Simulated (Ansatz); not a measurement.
# Ga: the cost of one run

Computed with Ansatz 0.2.0 (DFT PBE, scalar-relativistic, plane waves, PAW, unless a step's input says otherwise).

### 1 The structure to begin with

It takes space group P6/mmm (No. 191, hexagonal). Conventional cell: a = 4.394 Å, b = 4.394 Å, c = 14.000 Å, α = 90.00°, β = 90.00°, γ = 120.00°. Ga (site symmetry -6m2) has 3 Ga at 2.54 Å as nearest neighbours.

Structure file:

```cif
data_structure
_symmetry_space_group_name_H-M 'P6/mmm'
_symmetry_Int_Tables_number 191
_cell_length_a 4.3943
_cell_length_b 4.3943
_cell_length_c 14.0000
_cell_angle_alpha 90.000
_cell_angle_beta 90.000
_cell_angle_gamma 120.000
_cell_volume 234.12
loop_
_atom_site_label
_atom_site_type_symbol
_atom_site_symmetry_multiplicity
_atom_site_Wyckoff_symbol
_atom_site_fract_x
_atom_site_fract_y
_atom_site_fract_z
_atom_site_occupancy
Ga1 Ga 2 d 0.33333 0.66667 0.50000 1
```

A structure generator made this guess: random sheet by layer group and Wyckoff sites. The dimensions are guesses.

Only a and b are periodic; c spans vacuum, so the box's volume, pressure and space group aren't properties of the sheet.

### 2 The guess as it stands, on a coarse mesh

The input, input.yaml:

```yaml
crystal:
  lattice:
    - [4.394275, 0.0, 0.0]
    - [-2.197138, 3.805554, 0.0]
    - [0.0, 0.0, 14.0]
  atoms:
    - { symbol: Ga, position: [0.33333333, 0.66666667, 0.5] }
    - { symbol: Ga, position: [0.66666667, 0.33333333, 0.5] }
  periodic: [true, true, false]
basis:
  ecutwfc: 420
kpoints:
  mp_grid: { grid: [6, 6, 1] }
hamiltonian:
  xc: pbe
scf:
  occupations: { method: gaussian, width: 0.1 }
  lower_state_search: "off"
output:
  forces: true
  stress: true
  eigenvalues: true
```

Command:

```sh
> ansatz run input.yaml --threads 1 --pin off --max-ram 2048MiB --backend cpu --events-out ev --progress --plain --runs-dir out
```

What time and memory should one allow on 1 thread of Arm Neoverse V2, shared host?

About 3.3 s, with a peak of 0.46 GiB.
